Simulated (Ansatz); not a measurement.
# CH3NSSi: the cost of one run

Program: Ansatz 0.2.0. Level of theory: RKS PBE0/def2-SVP. These are calculated values, not measurements.

### 1 The structure to begin with

Bond lengths: C1–N2 1.289 Å, N2–Si3 1.740 Å, C1–S4 1.721 Å, Si3–S4 2.266 Å, C1–H5 1.079 Å, Si3–H6 1.446 Å, Si3–H7 1.446 Å. Angles: C1–N2–Si3 98.2°, N2–C1–S4 114.9°, N2–C1–H5 123.2°, S4–C1–H5 121.9°, N2–Si3–S4 77.7°, N2–Si3–H6 117.0°, N2–Si3–H7 116.8°, S4–Si3–H6 106.9°, S4–Si3–H7 107.1°, H6–Si3–H7 120.7°, C1–S4–Si3 69.2°.

Structure file:

```xyz
7

C    -1.2507   -0.1310   -0.1109
N    -0.5949    0.2364    0.9360
Si    1.0084    0.1586    0.2647
S    -0.2797   -0.4717   -1.4899
H    -2.3256   -0.2210   -0.1335
H     1.6283    1.4130   -0.0988
H     1.8141   -0.9843    0.6323
```

### 2 Relaxing end A

The input, input.yaml:

```yaml
crystal:
  periodic: [false, false, false]
  atoms:
    - { symbol: C, position_ang: [-1.25065, -0.131, -0.1109] }
    - { symbol: "N", position_ang: [-0.59489, 0.23638, 0.936] }
    - { symbol: Si, position_ang: [1.00838, 0.15857, 0.26474] }
    - { symbol: S, position_ang: [-0.27973, -0.47168, -1.48992] }
    - { symbol: H, position_ang: [-2.32556, -0.221, -0.13347] }
    - { symbol: H, position_ang: [1.6283, 1.41303, -0.09879] }
    - { symbol: H, position_ang: [1.81414, -0.9843, 0.63234] }
basis:
  gaussian: { orbitals: def2-SVP }
hamiltonian:
  xc: pbe0
relax:
  f_tol: 0.02
  max_steps: 50
```

On the command line:

```bash
$ ansatz run input.yaml --threads 1 --pin off --max-ram 2048MiB --backend cpu --events-out ev --progress --plain --runs-dir out
```

Q: Estimate wall time and peak memory on 1 thread of Intel Xeon 6975P-C (Granite Rapids), shared host.

About 15 s, with a peak of 0.16 GiB.
